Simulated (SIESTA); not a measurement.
The system is Ba2Tl5V3O12.

```
Ba V Tl O
1.0
     6.48991   -6.67692   -0.04765
     6.48991    6.67692   -0.04765
    -1.96739    0.00000    5.75220
Ba V Tl O
2 3 5 12
Direct
  0.47917 0.52083 0.00000
  0.79264 0.20736 0.00000
  0.65694 0.94605 0.25735
  0.05395 0.34306 0.74265
  0.57442 0.42558 0.50000
  0.49835 0.85629 0.63726
  0.14371 0.50165 0.36274
  0.01508 0.98492 0.50000
  0.30964 0.12677 0.21892
  0.87323 0.69036 0.78108
  0.00390 0.26325 0.44275
  0.59719 0.60676 0.67706
  0.91333 0.42820 0.84635
  0.52536 0.79943 0.20594
  0.68766 0.41628 0.31356
  0.09251 0.20316 0.88601
  0.58372 0.31234 0.68644
  0.79684 0.90749 0.11399
  0.57180 0.08667 0.15365
  0.20057 0.47464 0.79406
  0.73675 0.99610 0.55725
  0.39324 0.40281 0.32294
```

The cell was built by a generator and needn't be a form met in nature.

Base run:

| Quantity | Value |
| --- | --- |
| Program | SIESTA 5.4.2 |
| Functional | BLYP |
| Potentials or basis | PseudoDojo 0.4 standard (PBE files) |
| Basis | DZP (energy shift 0.003 Ry; two zetas on semicore shells; d shell added on Ba) |
| Grid cutoff | 800 Ry |
| Energy shift | 0.003 Ry |
| k mesh | 3 × 3 × 5 |
| Occupations | fermi-dirac, width 0.05 eV |
| Spin | collinear spin, ferromagnetic start |
| Starting moments | [0.0, 0.0, 2.0, 2.0, 2.0, 0.0, 0.0, 0.0, 0.0, 0.0, 0.0, 0.0, 0.0, 0.0, 0.0, 0.0, 0.0, 0.0, 0.0, 0.0, 0.0, 0.0] μB |

Its results: band gap on the k mesh 2.88 eV, indirect (least direct gap 2.93 eV); pressure 3.6 GPa; net moment 0.00 μB per cell; largest force 0.704 eV/Å.

**Question.** The run is repeated on the same cell with these changes: functional from BLYP to PBE. What comes out?

**Answer.** Band gap on the k mesh 2.83 eV, indirect (least direct gap 2.89 eV); pressure 1.1 GPa; net moment 0.00 μB per cell; largest force 0.363 eV/Å.

PBE binds more tightly than BLYP, so the same cell stands under less pressure.

Caveats: this set's barium file shifts pressures by up to 1 GPa against other sets; spin-orbit coupling is left out, which as a rule narrows the gap of such compounds by several tenths of an eV; the basis of atomic orbitals isn't converged, which shifts pressures, moduli and gaps; the potentials were made for another functional, which shifts forces and pressure (some runs).
